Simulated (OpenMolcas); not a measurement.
# Ir⁴⁺ among point charges: CASSCF and CASPT2 levels and susceptibility

How does a field of 6 point charges split the states of Ir⁴⁺, and what χT follows?

Program: OpenMolcas 26.06. Level of theory: state-averaged CASSCF and CASPT2, spin-orbit coupling by RASSI with atomic mean-field integrals. These are calculated values, not measurements, unless marked.

## (1) The system

```
Species                           : Ir⁴⁺ (iridium, Z = 77, 73 electrons)
Basis                             : ANO-RCC-VTZP [8s7p5d3f1g], 84 functions
Scalar Hamiltonian                : DKH2, point nucleus
Inactive shells                   : 1s 2s 2p 3s 3p 3d 4s 4p 4d 4f 5s 5p
Active space                      : 5 electrons in 5 orbitals (5d)
Some configurations of this space : 5d⁵
Orbitals                          : optimised for each spin and parity, averaged over all roots
```

The outer shells:

5d5
```
5d [↑ ][↑ ][↑ ][↑ ][↑ ]
```

The ion sits among 6 point charges of -1.7 e arranged as a tetragonal octahedron (D4h), 2.25 Å from the ion, with the axial distance 2.835 Å.

Each step is its own input file, run in one work folder so that later steps find the files of earlier ones. Labels, J, g values, rates, χT and fits are worked out afterwards by a script from the matrices that RASSI stores. The input lists half of the charges; inversion (Group=XYZ) makes the rest.

## (2) Basis and integrals

Contents of a.inp:

```
&GATEWAY
Coord
1

Ir 0.0 0.0 0.0
Basis=ANO-RCC-VTZP
Group=XYZ
NoMove
AngMom=0.0 0.0 0.0
AMFI
XField
3 Angstrom 0
2.250000 0.000000 0.000000 -1.700000
0.000000 2.250000 0.000000 -1.700000
0.000000 0.000000 2.835000 -1.700000
&SEWARD
```

Launch:

```sh
$ OMP_NUM_THREADS=1 MOLCAS_MEM=1689 MOLCAS_PROJECT=a pymolcas a.inp > a.log
```

## (3) Reference wave functions, sextets of even parity, 1 root

Contents of a.inp:

```
&RASSCF
FileOrb=start.orb
Symmetry=1
Spin=6
nActEl=5 0 0
Inactive=15 19
Ras2=5 0
CIRoot=1 1 1
SDav=1
CIMx=300
Iter=120 100
PrWF=0.3
OrbListing=Nothing
MaxOrb=0
>>> COPY $Project.JobIph JOB001
```

start.orb holds the contracted functions of the basis, ordered by shell, or the orbitals of the step before.

## (4) CASSCF: quartets of even parity, 24 roots

Contents of a.inp:

```
&RASSCF
FileOrb=start.orb
Symmetry=1
Spin=4
nActEl=5 0 0
Inactive=15 19
Ras2=5 0
CIRoot=24 24 1
SDav=24
CIMx=300
Iter=120 100
PrWF=0.3
OrbListing=Nothing
MaxOrb=0
>>> COPY $Project.JobIph JOB002
```

## (5) Reference wave functions, doublets of even parity, 75 roots

Contents of a.inp:

```
&RASSCF
FileOrb=start.orb
Symmetry=1
Spin=2
nActEl=5 0 0
Inactive=15 19
Ras2=5 0
CIRoot=75 75 1
SDav=75
CIMx=300
Iter=120 100
PrWF=0.3
OrbListing=Nothing
MaxOrb=0
>>> COPY $Project.JobIph JOB003
```

## (6) RASSI: spin-orbit coupling between the states

Contents of a.inp:

```
&RASSI
NrOfJobIphs=3 1 24 75
1
1 2 3 4 5 6 7 8 9 10 11 12 13 14 15 16 17 18 19 20 21 22 23 24
1 2 3 4 5 6 7 8 9 10 11 12 13 14 15 16 17 18 19 20 21 22 23 24 25 26 27
28 29 30 31 32 33 34 35 36 37 38 39 40 41 42 43 44 45 46 47 48 49 50 51
52 53 54 55 56 57 58 59 60 61 62 63 64 65 66 67 68 69 70 71 72 73 74 75
IphNames
JOB001
JOB002
JOB003
EJob
SpinOrbit
DIPRint=1.0
SOCoupling=1000.0
Subsets=2
Property=9
'ANGMOM' 1 'ANGMOM' 2 'ANGMOM' 3 'MLTPL  1' 1 'MLTPL  1' 2 'MLTPL  1' 3
'AMFI' 1 'AMFI' 2 'AMFI' 3
SOProperty=3
'ANGMOM' 1 'ANGMOM' 2 'ANGMOM' 3
```

## (7) CASPT2: IPEA 0.25, imaginary shift 0.1 (closed shells correlated: 5s 5p)

Contents of a.inp:

```
>>> COPY JOB001 $Project.JobIph
&CASPT2
Multistate=1 1
Frozen=14 16
IPEA=0.25
Imaginary=0.1
MaxIter=60
WThr=0.0 0.3 0.05
PrWF=0.5
NoMix
>>> COPY JOB002 $Project.JobIph
&CASPT2
Multistate=24 1 2 3 4 5 6 7 8 9 10 11 12 13 14 15 16 17 18 19 20 21 22
23 24
NoMult
Frozen=14 16
IPEA=0.25
Imaginary=0.1
MaxIter=60
WThr=0.0 0.3 0.05
PrWF=0.5
NoMix
>>> COPY JOB003 $Project.JobIph
&CASPT2
Multistate=75 1 2 3 4 5 6 7 8 9 10 11 12 13 14 15 16 17 18 19 20 21 22
23 24 25 26 27 28 29 30 31 32 33 34 35 36 37 38 39 40 41 42 43 44 45 46
47 48 49 50 51 52 53 54 55 56 57 58 59 60 61 62 63 64 65 66 67 68 69 70
71 72 73 74 75
NoMult
Frozen=14 16
IPEA=0.25
Imaginary=0.1
MaxIter=60
WThr=0.0 0.3 0.05
PrWF=0.5
NoMix
```

(Steps that only read results are left out.)

Q: Predict the outcome of this session. Wanted: spin-free ground state; lowest level; next level.

The runs gave:

```
                 quantity                                                                        value
                   method  SS-CASPT2, IPEA 0.25, imaginary shift 0.1 (closed shells correlated: 5s 5p)
   spin-free ground state                                              6A1, 1-fold in its orbital part
             lowest level                                            2-fold E1/2, g = 1.93, 5.77, 5.77
               next level                                                                    79.8 cm⁻¹
              χT at 300 K                                                               3.98 cm³ K/mol
effective moment at 300 K                                                                      5.64 μB
```

Cost by method:

```
                                              method  time of its own steps  time with the reference
                                           A. CASSCF                   14 s                     14 s
B. SS-CASPT2, IPEA 0.25, imaginary shift 0.1, +5s 5p                   12 s                     26 s
```

Times are of one thread on a shared host.

The spin-free ground state (6A1) comes to 100 % from free-ion S terms and keeps the highest spin of the shell. χT at 300 K is 3.98, against 4.39 cm³ K/mol for the spin alone, so spin-orbit coupling lowers it. An active space of the d shell alone favours high spin; real ions in strong fields can be low spin. The field of point charges can differ much from that of real complexes. With metal d orbitals alone active, the gaps between spin states are rough; where two lie within a few thousand cm-1, their order is open. Point charges carry no covalency, so the field is a model and not that of real ligands.
